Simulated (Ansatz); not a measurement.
# Alloy of Si and Ge (56 of 128 Si sites exchanged), 128 atoms

Wanted: the relaxed alloy cell and its gap (PBEsol and HSE06 with spin–orbit coupling).

Method: density functional theory in Ansatz 0.2.0, PAW datasets, plane waves.

**1. The starting cell**

128 atoms (72 Si, 56 Ge); a = 15.668 Å, b = 15.668 Å, c = 15.668 Å, α = 60.00°, β = 60.00°, γ = 60.00°. All atoms were shaken off their sites by about 0.02 Å along each axis.

The runs, in order: (2) PBEsol cell relaxation at the single k point (½, ½, ½), on 1 × NVIDIA GB200 with 8 threads of Arm Neoverse-V2; (3) HSE06 with spin–orbit coupling single point at the Γ point alone, on 1 × NVIDIA GB200 with 8 threads of Arm Neoverse-V2.

**2. PBEsol relaxation of the cell and the positions**

Input file in.yaml:

```yaml
crystal:
  lattice:
    - [0.000000, 11.079245, 11.079245]
    - [11.079245, 0.000000, 11.079245]
    - [11.079245, 11.079245, 0.000000]
  atoms:
    - { symbol: Si, position: [0.000285, 0.997835, 0.000424] }
    - { symbol: Si, position: [0.501063, 0.997670, 0.998793] }
    - { symbol: Si, position: [0.998752, 0.501294, 0.000484] }
    - { symbol: Si, position: [0.000531, 0.002042, 0.497714] }
    - { symbol: Si, position: [0.250032, 0.250321, 0.248976] }
    - { symbol: Si, position: [0.751771, 0.249382, 0.250449] }
    - { symbol: Si, position: [0.999521, 0.500276, 0.498575] }
    - { symbol: Si, position: [0.249673, 0.251515, 0.750079] }
    - { symbol: Si, position: [0.501710, 0.497846, 0.498098] }
    - { symbol: Si, position: [0.750422, 0.750969, 0.251074] }
    - { symbol: Si, position: [0.750582, 0.248453, 0.749657] }
    - { symbol: Si, position: [0.560863, 0.065305, 0.062982] }
    - { symbol: Si, position: [0.062945, 0.562314, 0.063074] }
    - { symbol: Si, position: [0.060721, 0.065269, 0.561415] }
    - { symbol: Si, position: [0.313475, 0.313887, 0.312462] }
    - { symbol: Si, position: [0.809518, 0.313024, 0.314217] }
    - { symbol: Si, position: [0.064312, 0.561485, 0.562298] }
    - { symbol: Si, position: [0.565372, 0.561405, 0.564397] }
    - { symbol: Si, position: [0.813942, 0.811642, 0.311914] }
    - { symbol: Si, position: [0.814469, 0.313843, 0.810744] }
    - { symbol: Si, position: [0.813555, 0.811131, 0.812445] }
    - { symbol: Si, position: [0.497591, 0.002725, 0.249350] }
    - { symbol: Si, position: [0.748592, 0.249137, 0.999682] }
    - { symbol: Si, position: [0.998537, 0.500847, 0.252392] }
    - { symbol: Si, position: [0.997951, 0.997931, 0.749537] }
    - { symbol: Si, position: [0.248471, 0.252592, 0.498635] }
    - { symbol: Si, position: [0.501043, 0.499593, 0.251124] }
    - { symbol: Si, position: [0.748980, 0.750549, 0.003605] }
    - { symbol: Si, position: [0.498474, 0.998952, 0.750456] }
    - { symbol: Si, position: [0.750679, 0.249741, 0.499954] }
    - { symbol: Si, position: [0.749673, 0.751852, 0.499138] }
    - { symbol: Si, position: [0.312302, 0.314747, 0.061653] }
    - { symbol: Si, position: [0.562427, 0.062870, 0.312347] }
    - { symbol: Si, position: [0.814743, 0.309683, 0.062523] }
    - { symbol: Si, position: [0.061760, 0.562707, 0.314581] }
    - { symbol: Si, position: [0.312638, 0.311853, 0.562448] }
    - { symbol: Si, position: [0.813787, 0.813815, 0.059011] }
    - { symbol: Si, position: [0.562468, 0.062156, 0.812913] }
    - { symbol: Si, position: [0.810990, 0.313424, 0.562040] }
    - { symbol: Si, position: [0.811176, 0.812095, 0.567155] }
    - { symbol: Si, position: [0.501565, 0.250513, 0.998232] }
    - { symbol: Si, position: [0.749233, 0.999984, 0.249426] }
    - { symbol: Si, position: [0.999390, 0.749030, 0.000698] }
    - { symbol: Si, position: [0.003894, 0.248288, 0.498995] }
    - { symbol: Si, position: [0.251287, 0.497961, 0.249837] }
    - { symbol: Si, position: [0.748795, 0.501780, 0.249143] }
    - { symbol: Si, position: [0.747992, 0.001283, 0.748070] }
    - { symbol: Si, position: [0.750552, 0.498189, 0.751746] }
    - { symbol: Si, position: [0.314103, 0.062537, 0.311416] }
    - { symbol: Si, position: [0.812066, 0.059529, 0.314830] }
    - { symbol: Si, position: [0.062480, 0.812742, 0.061781] }
    - { symbol: Si, position: [0.064539, 0.311303, 0.562928] }
    - { symbol: Si, position: [0.310103, 0.562378, 0.313585] }
    - { symbol: Si, position: [0.564156, 0.814525, 0.058932] }
    - { symbol: Si, position: [0.313542, 0.065485, 0.808883] }
    - { symbol: Si, position: [0.812541, 0.563143, 0.312769] }
    - { symbol: Si, position: [0.814201, 0.062175, 0.809799] }
    - { symbol: Si, position: [0.063847, 0.813120, 0.562307] }
    - { symbol: Si, position: [0.749593, 0.000162, 0.998689] }
    - { symbol: Si, position: [0.247346, 0.999707, 0.501332] }
    - { symbol: Si, position: [0.750444, 0.498197, 0.001261] }
    - { symbol: Si, position: [0.002120, 0.750494, 0.250277] }
    - { symbol: Si, position: [0.997205, 0.249840, 0.753215] }
    - { symbol: Si, position: [0.746471, 0.501577, 0.498189] }
    - { symbol: Si, position: [0.000217, 0.751222, 0.748944] }
    - { symbol: Si, position: [0.812703, 0.063749, 0.061338] }
    - { symbol: Si, position: [0.062565, 0.311983, 0.313694] }
    - { symbol: Si, position: [0.312954, 0.062478, 0.562597] }
    - { symbol: Si, position: [0.811934, 0.562772, 0.062533] }
    - { symbol: Si, position: [0.811190, 0.061301, 0.564740] }
    - { symbol: Si, position: [0.811901, 0.561447, 0.561389] }
    - { symbol: Si, position: [0.064158, 0.809389, 0.812426] }
    - { symbol: Ge, position: [0.501747, 0.497269, 0.001442] }
    - { symbol: Ge, position: [0.500671, 0.999858, 0.499653] }
    - { symbol: Ge, position: [0.248022, 0.749530, 0.250013] }
    - { symbol: Ge, position: [0.250219, 0.747726, 0.748035] }
    - { symbol: Ge, position: [0.749012, 0.747742, 0.752588] }
    - { symbol: Ge, position: [0.063258, 0.065121, 0.061615] }
    - { symbol: Ge, position: [0.563009, 0.562525, 0.062389] }
    - { symbol: Ge, position: [0.561999, 0.062753, 0.564091] }
    - { symbol: Ge, position: [0.312172, 0.811668, 0.312516] }
    - { symbol: Ge, position: [0.315209, 0.312174, 0.810843] }
    - { symbol: Ge, position: [0.313417, 0.811332, 0.813651] }
    - { symbol: Ge, position: [0.999262, 0.002299, 0.250029] }
    - { symbol: Ge, position: [0.250043, 0.246406, 0.000297] }
    - { symbol: Ge, position: [0.250343, 0.749233, 0.000495] }
    - { symbol: Ge, position: [0.997937, 0.500365, 0.749488] }
    - { symbol: Ge, position: [0.250815, 0.751079, 0.498655] }
    - { symbol: Ge, position: [0.496766, 0.498823, 0.754620] }
    - { symbol: Ge, position: [0.061577, 0.063425, 0.310668] }
    - { symbol: Ge, position: [0.312921, 0.810344, 0.063848] }
    - { symbol: Ge, position: [0.062247, 0.059782, 0.815496] }
    - { symbol: Ge, position: [0.565799, 0.562162, 0.310505] }
    - { symbol: Ge, position: [0.062730, 0.563299, 0.813008] }
    - { symbol: Ge, position: [0.314453, 0.811182, 0.560052] }
    - { symbol: Ge, position: [0.561992, 0.562123, 0.813732] }
    - { symbol: Ge, position: [0.999871, 0.249096, 0.001545] }
    - { symbol: Ge, position: [0.249983, 0.001943, 0.249258] }
    - { symbol: Ge, position: [0.500629, 0.754215, 0.997348] }
    - { symbol: Ge, position: [0.252702, 0.001005, 0.747984] }
    - { symbol: Ge, position: [0.500491, 0.250092, 0.501423] }
    - { symbol: Ge, position: [0.999379, 0.749008, 0.499926] }
    - { symbol: Ge, position: [0.249645, 0.499557, 0.751623] }
    - { symbol: Ge, position: [0.500962, 0.750048, 0.500442] }
    - { symbol: Ge, position: [0.062803, 0.309396, 0.063555] }
    - { symbol: Ge, position: [0.561016, 0.313584, 0.062564] }
    - { symbol: Ge, position: [0.562805, 0.312374, 0.562592] }
    - { symbol: Ge, position: [0.311296, 0.561969, 0.813218] }
    - { symbol: Ge, position: [0.563577, 0.812471, 0.564936] }
    - { symbol: Ge, position: [0.813424, 0.560350, 0.815057] }
    - { symbol: Ge, position: [0.250682, 0.999369, 0.999072] }
    - { symbol: Ge, position: [0.996170, 0.252994, 0.248293] }
    - { symbol: Ge, position: [0.249329, 0.500612, 0.999208] }
    - { symbol: Ge, position: [0.498843, 0.251066, 0.248995] }
    - { symbol: Ge, position: [0.749040, 0.999963, 0.498161] }
    - { symbol: Ge, position: [0.250436, 0.498645, 0.500789] }
    - { symbol: Ge, position: [0.497866, 0.750040, 0.251057] }
    - { symbol: Ge, position: [0.501432, 0.249376, 0.751834] }
    - { symbol: Ge, position: [0.497890, 0.753347, 0.751142] }
    - { symbol: Ge, position: [0.315744, 0.060683, 0.062796] }
    - { symbol: Ge, position: [0.314121, 0.562751, 0.061996] }
    - { symbol: Ge, position: [0.563532, 0.312834, 0.310918] }
    - { symbol: Ge, position: [0.062981, 0.811309, 0.312959] }
    - { symbol: Ge, position: [0.061597, 0.310921, 0.811738] }
    - { symbol: Ge, position: [0.312188, 0.562073, 0.563464] }
    - { symbol: Ge, position: [0.563731, 0.813029, 0.310432] }
    - { symbol: Ge, position: [0.561239, 0.312504, 0.814861] }
    - { symbol: Ge, position: [0.561197, 0.811872, 0.811888] }
kpoints:
  mp_grid: { grid: [1, 1, 1], shift: [0.5, 0.5, 0.5] }
hamiltonian:
  xc: pbesol
scf:
  occupations: { method: fermi_dirac, width: 0.01 }
relax:
  f_tol: 0.03
  max_steps: 80
  escape_saddle: false
  adjacent_minimum: "off"
  cell: { fix: [shape] }
output:
  forces: true
  eigenvalues: true
  populations: true
```

The run is started by

```console
$ ansatz run in.yaml --threads 8 --pin off --max-ram 118750MiB --runs-dir r --events-out ev --progress --plain --backend cuda --devices 0, --max-vram 170GiB
```

Further steps of the session: Single point with HSE06 with spin–orbit coupling.

**Question.** What will these runs give? Wanted: for each run, top filled to lowest empty.

**Answer**, as computed:

| level | time | k points | top filled to lowest empty (eV) |
| --- | --- | --- | --- |
| PBEsol, relaxation | 7.1 s (GPU) | (½, ½, ½) | 0.81 |
| HSE06 with spin–orbit coupling | 21 min (GPU) | Γ | 1.06 |

```
     quantity                                                                         value
   relaxation                                              5 recorded steps, 2.01 eV gained
largest shift                                                                 0.12 Å (Si62)
 relaxed cell  a = 15.643 Å, b = 15.643 Å, c = 15.643 Å, α = 60.00°, β = 60.00°, γ = 60.00°
   mean bonds                                       Ge–Ge 2.431, Ge–Si 2.396, Si–Si 2.369 Å
```

**Reading.** Relaxation gains 2.01 eV, with shifts up to 0.12 Å (Si62), while the volume changes by -0.5 %. The mean lengths of the listed bonds run from Si–Si 2.37 Å to Ge–Ge 2.43 Å. Rows on different k points differ by sampling as well as by level. With one k point the spacing samples only the states that fold onto it, so it can exceed the gap over the zone.
